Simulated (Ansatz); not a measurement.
# Lu2Ge3: the cost of one run

Method: DFT PBE, scalar-relativistic, plane waves, PAW, in Ansatz 0.2.0.

## 1. The starting structure

It takes space group P6/mmm (No. 191, hexagonal). The conventional cell has a = 4.510 Å, b = 4.510 Å, c = 6.171 Å, α = 90.00°, β = 90.00°, γ = 120.00°. Lu (site symmetry -6m2) is surrounded by 3 Lu at 2.60 Å and 3 Ge at 2.60 Å. Ge (site symmetry 6mm) is surrounded by 1 Ge at 1.95 Å. Ge (site symmetry 6/mmm) has 2 Ge at 1.95 Å as nearest neighbours.

As a file:

```cif
data_structure
_symmetry_space_group_name_H-M 'P 1'
_symmetry_Int_Tables_number 1
_cell_length_a 4.5096
_cell_length_b 4.5096
_cell_length_c 6.1713
_cell_angle_alpha 90.000
_cell_angle_beta 90.000
_cell_angle_gamma 120.000
_cell_volume 108.69
loop_
_atom_site_label
_atom_site_type_symbol
_atom_site_fract_x
_atom_site_fract_y
_atom_site_fract_z
_atom_site_occupancy
Lu1 Lu 0.33333 0.66667 0.00000 1
Lu2 Lu 0.66667 0.33333 0.00000 1
Ge1 Ge 0.00000 0.00000 0.68441 1
Ge2 Ge 0.00000 0.00000 0.31559 1
Ge3 Ge 0.00000 0.00000 0.00000 1
```

Recipe of the guess: random cell by space group and Wyckoff sites (P6/mmm, No. 191). Lengths come from tabulated atomic sizes and are only a guess.

## 2. Probe: one point on a coarse mesh

The input, input.yaml:

```yaml
crystal:
  lattice:
    - [4.5096173, 0.0, 0.0]
    - [-2.25480865, 3.90544314, 0.0]
    - [0.0, 0.0, 6.17127311]
  atoms:
    - { symbol: Lu, position: [0.33333333, 0.66666667, 0.0] }
    - { symbol: Lu, position: [0.66666667, 0.33333333, 0.0] }
    - { symbol: Ge, position: [0.0, 0.0, 0.68440696] }
    - { symbol: Ge, position: [0.0, 0.0, 0.31559304] }
    - { symbol: Ge, position: [0.0, 0.0, 0.0] }
basis:
  ecutwfc: 420
kpoints:
  mp_grid: { grid: [6, 6, 4] }
hamiltonian:
  xc: pbe
scf:
  occupations: { method: gaussian, width: 0.1 }
  lower_state_search: "off"
output:
  forces: true
  stress: true
  eigenvalues: true
```

Run with:

```bash
> ansatz run input.yaml --threads 1 --pin off --max-ram 2560MiB --backend cpu --events-out ev --progress --plain --runs-dir out
```

What time and memory should one allow on 1 thread of Arm Neoverse N1, shared host?

About 21 s, with a peak of 0.42 GiB.
